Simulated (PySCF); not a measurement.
**C4H7OPSi: electronic excitations**

Aim: predict the electronic excitations of C4H7OPSi (`C#C[P@@]1(=O)C[C@H]1[SiH3]`).

Programs: PySCF 2.14.0, with density-fitted response routines of our own. Each step states its level of theory. These are calculated values for one molecule in the gas phase, unless marked as measured. Atoms count from 0, in the outputs and in this text.

**1. The starting structure**

14 atoms, charge 0, multiplicity 1; geometry from: GFN2-xTB.

Bonds of the start (Å): C0–C1 1.20, C1–P2 1.76, P2–O3 1.47, P2–C4 1.80, C4–C5 1.57, C5–Si6 1.88, C5–P2 1.80, C0–H7 1.05, C4–H8 1.08, C4–H9 1.08, C5–H10 1.09, Si6–H11 1.46, Si6–H12 1.46, Si6–H13 1.46.

**2. TDDFT and polarisability: CAM-B3LYP/def2-SVPD**

Job settings and geometry (Å):

```
{"job": {"kind": "uv", "xc": "CAM-B3LYP", "basis": "def2-SVPD", "nstates": 8, "ntriplets": 3}, "charge": 0, "multiplicity": 1}
C      2.643251     1.208332    -0.156802
C      1.854679     0.302662    -0.134747
P      0.800356    -1.103216    -0.170171
O      1.249943    -2.269633    -0.939753
C     -0.154900    -1.198834     1.353819
C     -0.923159    -0.652687     0.100297
Si    -1.562276     1.115973     0.184183
H      3.311763     2.020156    -0.159020
H      0.004211    -0.489337     2.152611
H     -0.448067    -2.180855     1.703341
H     -1.604410    -1.381560    -0.329138
H     -1.998804     1.517838    -1.151329
H     -0.497007     1.993862     0.669533
H     -2.676257     1.116827     1.135035
```

Method: TDDFT CAM-B3LYP/def2-SVPD, vertical, gas phase, core orbitals frozen in the response.

Run with:

```
$ OMP_NUM_THREADS=1 python probes_run.py task.json out
```

The driver reads the jobs from task.json and runs them one after another.

Standard output:

```text
coarse grid: 13024 points
cycle   1  E = -861.8383928754  dE =  1.241e+00  |g| = 8.881e-01  |ddm| = 8.445e+00
cycle   2  E = -861.4868058962  dE =  3.516e-01  |g| = 1.613e+00  |ddm| = 2.908e+00
cycle   3  E = -862.0041024642  dE = -5.173e-01  |g| = 1.361e-01  |ddm| = 1.550e+00
cycle   4  E = -862.0078481286  dE = -3.746e-03  |g| = 6.660e-02  |ddm| = 3.189e-01
cycle   5  E = -862.0088702391  dE = -1.022e-03  |g| = 2.092e-02  |ddm| = 1.802e-01
cycle   6  E = -862.0089737386  dE = -1.035e-04  |g| = 6.056e-03  |ddm| = 4.100e-02
cycle   7  E = -862.0089826198  dE = -8.881e-06  |g| = 2.192e-03  |ddm| = 1.542e-02
final grid: 117496 points
cycle   8  E = -862.1365493209  dE = -2.151e-05  |g| = 4.396e-03  |ddm| = 9.421e-02
cycle   9  E = -862.1365453237  dE =  3.997e-06  |g| = 6.096e-03  |ddm| = 1.586e-02
cycle  10  E = -862.1365542703  dE = -8.947e-06  |g| = 6.885e-04  |ddm| = 8.571e-03
cycle  11  E = -862.1365543745  dE = -1.042e-07  |g| = 1.698e-04  |ddm| = 1.048e-03
cycle  12  E = -862.1365543835  dE = -8.990e-09  |g| = 5.499e-05  |ddm| = 5.458e-04
cycle  13  E = -862.1365543843  dE = -7.933e-10  |g| = 2.901e-05  |ddm| = 1.204e-04
converged SCF energy = -862.1365543843

Static polarisability (au): isotropic 94.615, principal 76.797 96.906 110.143

Singlet excitations
state   eV       nm        f      main configurations
  1   5.5013    225.4   0.00324   H->L+1 0.86
  2   5.9117    209.7   0.08123   H->L 0.77
  3   6.1409    201.9   0.00084   H-2->L 0.49, H-1->L 0.25, H-3->L+1 0.08
  4   6.4111    193.4   0.01101   H-3->L+1 0.50, H-3->L 0.08
  5   6.4895    191.1   0.04421   H-3->L 0.29, H-1->L+1 0.17, H-3->L+1 0.15
  6   6.8389    181.3   0.01677   H-1->L+1 0.26, H->L+2 0.23, H-1->L 0.14
  7   6.8685    180.5   0.02899   H->L+2 0.38, H-1->L+1 0.25, H->L+3 0.09
  8   6.9612    178.1   0.00168   H-1->L 0.47, H-2->L 0.18, H-1->L+1 0.15

Triplet excitations (Tamm-Dancoff, eV): 4.8162 5.1912 5.2455
```

It took 39 s on 1 thread of Arm Neoverse V1, shared host; peak memory 0.91 GiB.

The orbitals next to the gap, with their largest atomic shares:

| orbital | eV | atoms |
| --- | --- | --- |
| HOMO−3 | -10.48 | C1 36 %, C0 34 %, O3 16 % |
| HOMO−2 | -10.36 | C1 28 %, C0 27 %, C5 12 % |
| HOMO−1 | -9.83 | O3 57 %, P2 10 %, C1 8 % |
| HOMO | -8.62 | O3 32 %, P2 17 %, C5 17 % |
| LUMO | 0.32 | C0 29 %, C1 27 %, P2 15 % |
| LUMO+1 | 0.38 | C0 29 %, C1 27 %, P2 14 % |
| LUMO+2 | 1.03 | Si6 34 %, C0 10 %, C4 9 % |

With each of the 8 states as a Gaussian band of 0.4 eV half-width at 1/e, the curve within the window shown has maxima at 207 nm (ε 3,800), 190 nm (ε 3,500) L/(mol cm). Beyond the last state computed it falls off for lack of states. The curve at chosen wavelengths:

(nm, ε (L/mol/cm)): (171, 757), (174, 1347), (178, 2239), (181, 2815), (184, 3213), (187, 3416), (191, 3458), (194, 3423), (197, 3426), (201, 3554), (204, 3693), (207, 3765), (210, 3681), (214, 3273), (217, 2791), (220, 2243), (223, 1705), (227, 1097), (230, 751), (233, 498), (237, 276), (240, 174), (243, 108), (246, 66), (250, 34), (253, 20)

Further results of this job:

| property | computed |
| --- | --- |
| dipole moment (D) | 4.17 |
| polarisability (Å³) | 14.02 |
| HOMO–LUMO gap (eV) | 8.94 |
| −ε(HOMO) (eV) | 8.62 |

**3. Summary of results**

| quantity | value |
| --- | --- |
| lowest singlet (CAM-B3LYP/def2-SVPD) | 5.50 eV (225 nm), f = 0.003 |
| brightest single state of those computed | state 2, 5.91 eV, f = 0.081 |
| lowest triplet | 4.82 eV |

The lowest singlet, at 5.50 eV, is HOMO→LUMO+1 0.86 and is weak; of the 8 states computed, the strongest absorption comes from state 2 at 5.91 eV. The lowest triplet lies 0.69 eV below the lowest singlet (triplets in Tamm-Dancoff, singlets in full TDDFT).
